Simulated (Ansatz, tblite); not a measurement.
# Trans-RuCl2(PF3)4 (Cl2F12P4Ru): one state, many levels

An exercise on one series of results from a longer session: the logs are not shown, and one member is left open.

Program: Ansatz 0.2.0, Gaussian basis. Level of theory: as each input shows. These are calculated values, not measurements.

The runs, in order: GFN1-xTB, GFN2-xTB, PBE-D4/def2-TZVP, r2SCAN-D4/def2-TZVP, r2SCANh-D4/def2-TZVP, PBE-D4/def2-SVP, PBE0-D4/def2-SVP, MP2/def2-SVP, RPA/def2-SVP.

4 further runs of the same task are left out: 4 set aside as unsound or not needed.

### The geometry

The geometry is that of the singlet, from an earlier relaxation (PBE-D4/def2-SVP).

19 atoms, charge 0, spin multiplicity 1.

Bond lengths: Cl1–Ru19 2.427 Å, Cl2–Ru19 2.427 Å, F3–P15 1.593 Å, F4–P15 1.595 Å, F5–P15 1.595 Å, F6–P16 1.595 Å, F7–P16 1.595 Å, F8–P16 1.593 Å, F9–P17 1.595 Å, F10–P17 1.595 Å, F11–P17 1.593 Å, F12–P18 1.595 Å, F13–P18 1.595 Å, F14–P18 1.593 Å, P15–Ru19 2.264 Å, P16–Ru19 2.263 Å, P17–Ru19 2.263 Å, P18–Ru19 2.263 Å. Angles: F3–P15–F4 99.0°, F3–P15–F5 99.0°, F3–P15–Ru19 121.8°, F4–P15–F5 99.7°, F4–P15–Ru19 116.7°, F5–P15–Ru19 116.7°, F6–P16–F7 99.7°, F6–P16–F8 99.0°, F6–P16–Ru19 116.7°, F7–P16–F8 99.0°, F7–P16–Ru19 116.8°, F8–P16–Ru19 121.8°, F9–P17–F10 99.7°, F9–P17–F11 99.0°, F9–P17–Ru19 116.7°, F10–P17–F11 99.0°, F10–P17–Ru19 116.7°, F11–P17–Ru19 121.8° and more.

Ru takes a core potential in the def2 sets. No spin-orbit coupling is included.

PBE0-D4/def2-TZVP was run before; its log isn't repeated, and its numbers join the tables.

The first run:

Tight binding, by tblite at 300 K electronic temperature and without a spin-polarisation term:

```python
tblite.interface.Calculator('GFN1-xTB', numbers, positions, charge=0, uhf=0).singlepoint()
```

Tight binding, by tblite at 300 K electronic temperature and without a spin-polarisation term:

```python
tblite.interface.Calculator('GFN2-xTB', numbers, positions, charge=0, uhf=0).singlepoint()
```

start.molden holds the orbitals of an earlier run on this state, given as this run's starting guess.

Input file in.yaml:

```yaml
crystal:
  periodic: [false, false, false]
  atoms:
    - {symbol: Cl, position_ang: [0.012918, 0.006628, 2.427782]}
    - {symbol: Cl, position_ang: [-0.015455, -0.008930, -2.426522]}
    - {symbol: F, position_ang: [3.209432, 0.023644, -1.074975]}
    - {symbol: F, position_ang: [2.910070, -1.211683, 0.989010]}
    - {symbol: F, position_ang: [2.897763, 1.226072, 1.006262]}
    - {symbol: F, position_ang: [-2.896776, 1.224064, 1.007539]}
    - {symbol: F, position_ang: [-2.886498, -1.213536, 1.054215]}
    - {symbol: F, position_ang: [-3.220557, -0.036128, -1.038152]}
    - {symbol: F, position_ang: [-1.219741, 2.887033, -1.041462]}
    - {symbol: F, position_ang: [1.217858, 2.900012, -1.004058]}
    - {symbol: F, position_ang: [-0.035151, 3.218418, 1.046905]}
    - {symbol: F, position_ang: [1.211065, -2.893877, -1.034109]}
    - {symbol: F, position_ang: [-1.226299, -2.907095, -0.978481]}
    - {symbol: F, position_ang: [0.041857, -3.213582, 1.064850]}
    - {symbol: P, position_ang: [2.254553, 0.009815, 0.199826]}
    - {symbol: P, position_ang: [-2.251788, -0.007837, 0.225710]}
    - {symbol: P, position_ang: [-0.010235, 2.251875, -0.218820]}
    - {symbol: P, position_ang: [0.007464, -2.254262, -0.206163]}
    - {symbol: Ru, position_ang: [-0.000479, -0.000632, 0.000633]}
basis:
  gaussian: {orbitals: def2-TZVP, fitting: {mean_field: def2-universal-jkfit}, initial_orbitals: start.molden}
hamiltonian: {xc: pbe, dispersion: d4}
scf: {omitted_lower_state_checks: [starts]}
output: {forces: true, orbitals: {seedname: orbitals}}
```

Launch:

```console
$ ansatz run in.yaml --threads 2 --pin off --events-out ev --progress --plain --max-ram 32768MiB --backend cuda --devices 0, --max-vram 18GiB
```

Steps of the session up to this table: PBE-D4/def2-TZVP; r2SCAN-D4/def2-TZVP; r2SCANh-D4/def2-TZVP; PBE-D4/def2-SVP; PBE0-D4/def2-SVP; MP2/def2-SVP; RPA/def2-SVP.

One table of the session follows, with a row left open; its other results are not shown here.

It belongs to the step «Binding energy». 

| level | binding an atom (eV) |
| --- | --- |
| HF/def2-SVP | 2.191 |
| PBE-D4/def2-SVP | 4.144 |
| PBE-D4/def2-TZVP | 4.203 |
| r2SCAN-D4/def2-TZVP | ? |
| r2SCANh-D4/def2-TZVP | 3.956 |
| PBE0-D4/def2-SVP | 3.843 |
| PBE0-D4/def2-TZVP | 3.950 |
| RPA/def2-SVP | 3.168 |
| MP2/def2-SVP | 3.723 |

Estimate the missing values for r2SCAN-D4/def2-TZVP.

The run gave: binding an atom (eV): 4.046. In the column «binding an atom (eV)» it lies between r2SCANh-D4/def2-TZVP (3.956) and PBE-D4/def2-SVP (4.144).

Caveats from the session: Free atoms were run apart at each level; binding is atoms less cluster, divided by the number of atoms, without zero-point or spin-orbit terms.
